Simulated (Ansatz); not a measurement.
# MgGe2 (C2/m) in Ansatz: band structure with PBEsol

Aim: the band structure of MgGe2 with PBEsol.

All numbers are computed with Ansatz 0.2.0; they aren't measurements. Logs are shortened: lines on timing, memory, paths and dates and some standing lists are left out, and cuts for length are marked.

**1. Starting point**

It takes space group C2/m (No. 12, monoclinic). The conventional cell has a = 11.043 Å, b = 3.700 Å, c = 6.815 Å, α = 90.00°, β = 118.17°, γ = 90.00°. Ge (site symmetry m) has 2 Ge at 2.70 Å and 3 Mg at 2.89 to 3.00 Å as nearest neighbours. Around Ge (site symmetry m) lie 3 Ge at 2.55 to 2.70 Å and 1 Mg at 2.89 Å. Around Mg (site symmetry m) lie 8 Ge at 2.89 to 3.16 Å.

The cell comes from a database or a generator and needn't be the stable form of this composition.

**2. Band structure, PBEsol**

Input file input.yaml:

```yaml
crystal:
  lattice:
    - [5.521485, -1.849846, 0.0]
    - [5.521485, 1.849846, 0.0]
    - [-3.217625, 0.0, 6.007774]
  atoms:
    - { symbol: Ge, position: [0.529234, 0.529234, 0.293621] }
    - { symbol: Ge, position: [0.470766, 0.470766, 0.706379] }
    - { symbol: Ge, position: [0.88039, 0.88039, 0.98544] }
    - { symbol: Ge, position: [0.11961, 0.11961, 0.01456] }
    - { symbol: Mg, position: [0.815286, 0.815286, 0.349253] }
    - { symbol: Mg, position: [0.184714, 0.184714, 0.650747] }
hamiltonian:
  xc: pbesol
  pseudopotentials: { kind: paw }
kpoints:
  mp_grid: { grid: [8, 8, 5] }
  band_path:
    path:
      - [[0.0, 0.0, 0.5], [0.0, 0.0, 0.0], [0.0, -0.5, 0.0]]
      - [[0.0, -0.5, 0.5], [0.0, 0.0, 0.0], [0.5, 0.5, -0.5]]
      - [[0.5, 0.5, 0.0], [0.0, 0.0, 0.0], [0.5, 0.0, -0.5]]
      - [[0.5, 0.0, 0.0], [0.0, 0.0, 0.0]]
    npoints: 14
scf:
  occupations: { method: fermi_dirac, width: 0.05 }
  n_extra_bands: 15
output:
  forces: true
  stress: true
  eigenvalues: true
  fatbands: true
```

Potentials or basis: Ansatz PAW.

Launch:

```sh
$ ansatz run input.yaml --threads 2 --pin off --max-ram 5632MiB --backend cpu --events-out ev --progress --plain --runs-dir out
```

Standard output:

```text
Warning: RAYON_NUM_THREADS=2 ignored (pool sized by the plan → 2); use --threads N
scf.n_extra_bands = 15 over 38 filled bands (N_el = 76.0): the run solves 53 bands
Engine: ansatz 0.2.0, x86_64-unknown-linux-gnu
Pseudopotentials: kind: paw
Pseudopotential: Ge, paw, valence charge 14, recommended cutoff 420 eV (normal), Ge.paw.azcp
Pseudopotential: Mg, paw, valence charge 10, recommended cutoff 420 eV (normal), Mg.paw.azcp
Functional definition: PBEsol
  exchange = pbesol_x
  correlation = pbesol_c
Crystal: 6 atoms, lattice volume = 122.726 Å³
Basis set: ecut = 420 eV, 2379 PW (Γ), exchange–correlation on 80×80×96 points (8 copies of the dense FFT grid, shifted against one another)
Bands: 53, of which v1, the nominal top of the filled ones, is band 38 counted from 1 (37 counted from 0)
Symmetry: 4 space group operations
Space group: C2/m (ITA 12), of the structure as read, at distance tolerance 5.0e-5 Å
k-points: 93 of 320
Non-local potential: Ge, projectors of the file, l = 0: 2, l = 1: 2, l = 2: 3, l = 3: 1
Non-local potential: Mg, projectors of the file, l = 0: 3, l = 1: 2, l = 2: 1
PAW form: soft (Blöchl's): semilocal exchange-correlation on the pseudo side does not see the compensation charge
PAW frozen core: Ge, regenerated for the run's functional, and the local potential with it (the file was generated under x = pbe(κ = 0.804, μ = 0.2195149727645171), c = pbe(β = 0.06672455060314922))
PAW frozen core: Mg, regenerated for the run's functional, and the local potential with it (the file was generated under x = pbe(κ = 0.804, μ = 0.2195149727645171), c = pbe(β = 0.06672455060314922))
PAW one-centre angular grid: Ge, 590 points (default); XC on 64 Gauss nodes
PAW one-centre angular grid: Mg, 110 points (default); XC on 64 Gauss nodes
Initial density: superposition of atomic densities (neutral atoms: chi_scale 0, normalization atom), corrected by the library's trained network
Initial wavefunctions: pseudopotential atomic-orbital guess
Functional: x = pbesol(κ = 0.804, μ = 0.12345679012345678), c = pbesol(β = 0.046)
SCF iter   1: F=—  HF=-20837.977511 eV  |F-HF|=—  |Δ(HF+E_count)|=         —  Δρ=2.39e-3  dr2=9.86e-3  ethr=1.77e-3  ⟨swp⟩=6.0  Hψ=19177  notcnv=0  defer=230
preconditioner: auto → Kerker (q_TF=auto, 2.519 Å⁻¹)  [metal: Δε(μ)=0.002 eV  Ē_g=22.977 eV  σ=0.050 eV  W_gap=0.01  n_scr=32 (ndim 8)  ℏωp=26.0 eV  f_vac=0.000  D(μ)=2.62/eV (n_scr^D=16)]
SCF iter   2: F=—  HF=-20837.972489 eV  |F-HF|=—  |Δ(HF+E_count)|=   5.02e-3  Δρ=1.37e-3  dr2=4.61e-3  ethr=1.30e-5  ⟨swp⟩=2.0  Hψ=7861  notcnv=0  defer=459
SCF iter   3: F=—  HF=-20837.971614 eV  |F-HF|=—  |Δ(HF+E_count)|=   8.75e-4  Δρ=4.44e-4  dr2=6.73e-4  ethr=6.06e-6  ⟨swp⟩=2.4  Hψ=6056  notcnv=0  defer=459
SCF iter   4: F=—  HF=-20837.971475 eV  |F-HF|=—  |Δ(HF+E_count)|=   1.38e-4  Δρ=1.34e-4  dr2=4.08e-5  ethr=8.85e-7  ⟨swp⟩=2.2  Hψ=5412  notcnv=0  defer=459
SCF iter   5: F=—  HF=-20837.971483 eV  |F-HF|=—  |Δ(HF+E_count)|=   7.14e-6  Δρ=5.19e-5  dr2=4.86e-6  ethr=5.37e-8  ⟨swp⟩=2.0  Hψ=7104  notcnv=0  defer=459
SCF iter   6: F=—  HF=-20837.971482 eV  |F-HF|=—  |Δ(HF+E_count)|=   9.29e-7  Δρ=2.27e-5  dr2=5.48e-7  ethr=6.39e-9  ⟨swp⟩=2.0  Hψ=7078  notcnv=0  defer=459
SCF iter   7: F=-20837.971481 eV  HF=-20837.971481 eV  |F-HF|=7.03e-8  |Δ(HF+E_count)|=   4.95e-7  Δρ=6.92e-6  dr2=8.34e-8  ethr=1.32e-10  ⟨swp⟩=10.0  Hψ=24016  notcnv=0
SCF 1 converged in 7 iterations: F = -20837.971481 eV  dr2 = 8.34e-8
NSCF: frozen V_eff on 102 k-points
SCF converged after 7 iterations
Free energy (F): -20837.971481 eV
Harris-Foulkes:  -20837.971481 eV  (|F-HF|=7.03e-8)
Internal energy: -20837.950226 eV  (E = F + TS)
E sigma→0 (E₀):  -20837.960854 eV
Entropy (-TS):   -0.021255 eV (-3.542 meV/atom)
Fermi energy:    8.630231 eV
--- Per-component energies (eV) ---
  E_band       = -1233.956426
  E_kinetic    = 592.810499
  E_local      = -12389.367594  (includes V_loc(G=0)·N_el)
  E_nonlocal   = 1863.041180
  E_hartree    = 5160.571025
  E_xc         = -356.621476
  E_vxc        = -332.140988  (∫ρ·V_xc dr)
  E_paw        = -8469.334322  (= ΣΔE_a)
  E_vpaw       = -1289.438944  (= ΣTr[D̂ρ^β])
  E_aug_tail   = 0.001187  (compensation charges beyond the density's cutoff)
  E_ewald      = -7242.840195
  E_core_change = 3.789469  (= ΣΔE_core)
  E_smearing   = -0.021255  (= −TS)
  E_closure    = -0.000000  (closes the sum)
  Σ components = -20837.971481   (vs F -20837.971481, Δ=0.00e0)
--- Forces (eV/Å), atoms counted from 1 ---
  atom   1  Ge    -0.13835030    -0.00000000    -0.07429958
  atom   2  Ge     0.13835030     0.00000000     0.07429958
  atom   3  Ge     0.10714065     0.00000000     0.08902590
  atom   4  Ge    -0.10714065    -0.00000000    -0.08902590
  atom   5  Mg    -0.00696571    -0.00000000    -0.01491430
  atom   6  Mg     0.00696571     0.00000000     0.01491430
  max |Σ_I F_I| component: 1.73e-18 eV/Å
--- Stress (GPa, compression-positive) ---
       -2.763241       0.000000       0.012843
        0.000000      -2.143650      -0.000000
        0.012843      -0.000000      -3.182635
  P = ⅓ Tr σ = -2.6965 GPa (-26.965 kbar)
--- Band table (eV; the first three rows and the last of 93) ---
  k-point 0: bands = ["-67.2831", "-67.2828", "-34.2309", "-34.2284", "-34.2282", "-34.2275", "-34.2176", "-34.2154", "-15.8726", "-15.8717", "-15.8670", "-15.8443", "-15.8365", "-15.8324", "-15.8152", "-15.8060", "-15.7987", "-15.7986", "-15.7838", "-15.7705", "-15.7665", "-15.7463", "-15.7433", "-15.7320", "-15.7126", "-15.6992", "-15.6967", "-15.6715", "-3.3271", "-0.0388", "1.2438", "1.9911", "3.9258", "5.1557", "5.5836", "7.9572", "8.8110", "9.7448", "9.7692", "11.0501", "11.2154", "11.3193", "12.1147", "12.5664", "13.4132", "14.0389", "14.5936", "15.4989", "15.5941", "16.7418", "16.9311", "17.2342", "17.2349"]
  k-point 1: bands = ["-67.2831", "-67.2828", "-34.2309", "-34.2284", "-34.2282", "-34.2275", "-34.2176", "-34.2154", "-15.8734", "-15.8710", "-15.8661", "-15.8444", "-15.8347", "-15.8315", "-15.8170", "-15.8072", "-15.8035", "-15.8002", "-15.7790", "-15.7696", "-15.7655", "-15.7463", "-15.7437", "-15.7319", "-15.7125", "-15.6992", "-15.6969", "-15.6718", "-3.2332", "-0.5817", "1.5154", "2.1910", "3.9354", "5.5602", "6.0738", "7.8269", "8.0013", "9.5195", "9.5213", "10.7280", "11.0878", "11.5021", "12.3572", "12.6425", "12.7944", "13.9182", "14.9827", "15.5576", "15.8105", "16.1229", "17.1130", "17.8612", "18.1039"]
  k-point 2: bands = ["-67.2831", "-67.2828", "-34.2308", "-34.2284", "-34.2283", "-34.2275", "-34.2176", "-34.2154", "-15.8742", "-15.8704", "-15.8646", "-15.8427", "-15.8339", "-15.8301", "-15.8191", "-15.8102", "-15.8081", "-15.8028", "-15.7729", "-15.7690", "-15.7640", "-15.7463", "-15.7444", "-15.7317", "-15.7124", "-15.6992", "-15.6972", "-15.6723", "-3.0388", "-1.2050", "1.5287", "2.5053", "4.4591", "6.3072", "6.5615", "7.2336", "8.0963", "8.5048", "9.1834", "9.3649", "11.1167", "11.2840", "11.9924", "13.3346", "13.4669", "14.1765", "14.6967", "15.2587", "16.0635", "16.4347", "16.9255", "17.8673", "18.3539"]
  k-point 92: bands = ["-67.2830", "-67.2829", "-34.2310", "-34.2285", "-34.2281", "-34.2273", "-34.2174", "-34.2156", "-15.8749", "-15.8711", "-15.8641", "-15.8423", "-15.8333", "-15.8330", "-15.8169", "-15.8107", "-15.8058", "-15.8031", "-15.7712", "-15.7697", "-15.7681", "-15.7459", "-15.7379", "-15.7335", "-15.7142", "-15.6992", "-15.6951", "-15.6748", "-2.6890", "-1.3935", "0.6588", "2.7157", "3.7543", "5.6379", "7.7247", "7.9271", "9.1204", "9.4176", "9.6259", "10.0645", "11.4645", "11.9106", "11.9528", "12.8837", "13.1436", "13.6871", "14.1096", "14.9826", "15.9374", "16.4006", "16.8484", "17.0745", "17.5967"]
```

Run time: 37 s. Hardware: 2 threads of Intel Xeon Platinum 8375C at 2.90GHz (Ice Lake), shared host; peak memory 0.75 GiB.

What came out:

```
Free energy            : -20837.9715 eV
Pressure               : -2.7 GPa
Largest force          : 0.157 eV/Å
Band gap on the k mesh : none (metal or under the smearing width)
```

Forces in eV/Å, atoms in the order of the input:
```
Ge  -0.138  0.000 -0.074
Ge   0.138  0.000  0.074
Ge   0.107  0.000  0.089
Ge  -0.107  0.000 -0.089
Mg  -0.007  0.000 -0.015
Mg   0.007  0.000  0.015
```

Levels at the corners of the path, in eV from the Fermi level:
| point | band 33 | band 34 | band 35 | band 36 | band 37 | band 38 | band 39 | band 40 | band 41 | band 42 |
| --- | --- | --- | --- | --- | --- | --- | --- | --- | --- | --- |
| X | -3.94 | -2.62 | -1.70 | -1.24 | -0.51 | -0.32 | 0.29 | 0.50 | 2.45 | 2.70 |
| Γ | -4.70 | -3.47 | -3.05 | -0.67 | 0.18 | 1.11 | 1.14 | 2.42 | 2.59 | 2.69 |
| Y | -4.20 | -4.00 | -3.72 | -3.06 | -1.30 | -1.22 | -0.52 | 0.50 | 1.76 | 2.53 |
| L | -4.82 | -3.83 | -2.39 | -1.52 | -0.97 | -0.90 | -0.75 | -0.27 | 0.66 | 1.43 |
| Γ | -4.70 | -3.47 | -3.05 | -0.67 | 0.18 | 1.11 | 1.14 | 2.42 | 2.59 | 2.69 |
| Z | -4.87 | -3.32 | -0.86 | -0.66 | 0.53 | 0.69 | 1.10 | 1.34 | 3.12 | 3.27 |
| N | -2.95 | -2.09 | -1.20 | -1.08 | 0.39 | 0.48 | 1.13 | 1.75 | 2.80 | 3.14 |
| Γ | -4.70 | -3.47 | -3.05 | -0.67 | 0.18 | 1.11 | 1.14 | 2.42 | 2.59 | 2.69 |
| M | -4.82 | -3.83 | -2.39 | -1.52 | -0.97 | -0.90 | -0.75 | -0.27 | 0.66 | 1.43 |
| R | -4.20 | -4.00 | -3.72 | -3.06 | -1.30 | -1.22 | -0.52 | 0.50 | 1.76 | 2.53 |
| Γ | -4.70 | -3.47 | -3.05 | -0.67 | 0.18 | 1.11 | 1.14 | 2.42 | 2.59 | 2.69 |

Caveat: the PAW data sets come from PBE, with cores solved anew for the run's functional, which leaves a small shift of forces and pressure.
